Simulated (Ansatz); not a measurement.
This script makes relaxations under a series of pressures of Ta, space group Im-3m with Ansatz 0.2.0, Python API.

Script `ta.py`:
```python
"""Volume and enthalpy of Ta against pressure."""

import ansatz as az
import numpy as np
import pandas as pd

def edges_and_angles(cell):
    cell = np.asarray(cell)
    a, b, c = np.linalg.norm(cell, axis=1)
    cosines = cell[1] @ cell[2] / (b * c), cell[0] @ cell[2] / (a * c), cell[0] @ cell[1] / (a * b)
    return (a, b, c, *np.degrees(np.arccos(cosines)))

cell = (
    az.Lattice.bcc(3.30256)
    .space_group(229)
    .atom("Ta", (0.0, 0.0, 0.0))
    .primitive()
)

calculation = (
    cell.calculation()
    .functional("PBE")
    .kpoints(14, 14, 14, center="gamma")
    .occupations("methfessel_paxton")
    .pseudopotentials("paw")
)

# H = F + PV, with 1 GPa A^3 = 1/160.21766 eV
rows = []
for pressure in [0, 2, 4, 6, 8]:
    res = calculation.relax(cell=True, pressure=pressure, force_tolerance=0.02).run(threads=1)
    cell = res.lattice.cell_ang
    n_atoms = len(res.lattice.sites)
    volume = abs(np.linalg.det(cell)) / n_atoms
    enthalpy = res.report["free_energy_ev"] / n_atoms + pressure * volume / 160.21766
    rows.append((pressure, volume, enthalpy, *edges_and_angles(cell)))
    print(f"{pressure} GPa done: {volume:.4f} A^3/atom")

table = pd.DataFrame(rows, columns=["P_GPa", "V_A3_atom", "H_eV_atom", "a", "b", "c", "alpha", "beta", "gamma"])
print(table.round(4).to_string(index=False))
p, v = np.array([row[0] for row in rows], float), np.array([row[1] for row in rows])
print("mean bulk modulus between rows (GPa):", np.round(-np.diff(p) / np.diff(np.log(v)), 1))
```

From its runs, with one value withheld:

| P (GPa) | relaxed V (Å³/atom) |
| --- | --- |
| 0 | 18.278 |
| 2 | ? |
| 4 | 17.938 |
| 6 | 17.777 |
| 8 | 17.623 |

What volume does the cell relax to at 2 GPa?

Murnaghan's form V = V0 (1 + B' P / B0)^(-1/B') through the 4 rows shown gives V0 = 18.278 Å³, B0 = 206.1 GPa and B' = 3.28, and so 18.105 Å³ an atom at 2 GPa. The run gave 18.105 Å³, 0.01 % away.

At a fixed pressure a relaxation lowers the enthalpy F + PV, while F alone can rise. Spin-orbit coupling, which matters for elements this heavy, is left out. Symmetry holds the cell in this phase, whether or not it is the stable one at each pressure. Hardware and time: 20 s on 1 thread of Arm Neoverse V2 (shared host), peak memory 0.41 GiB.
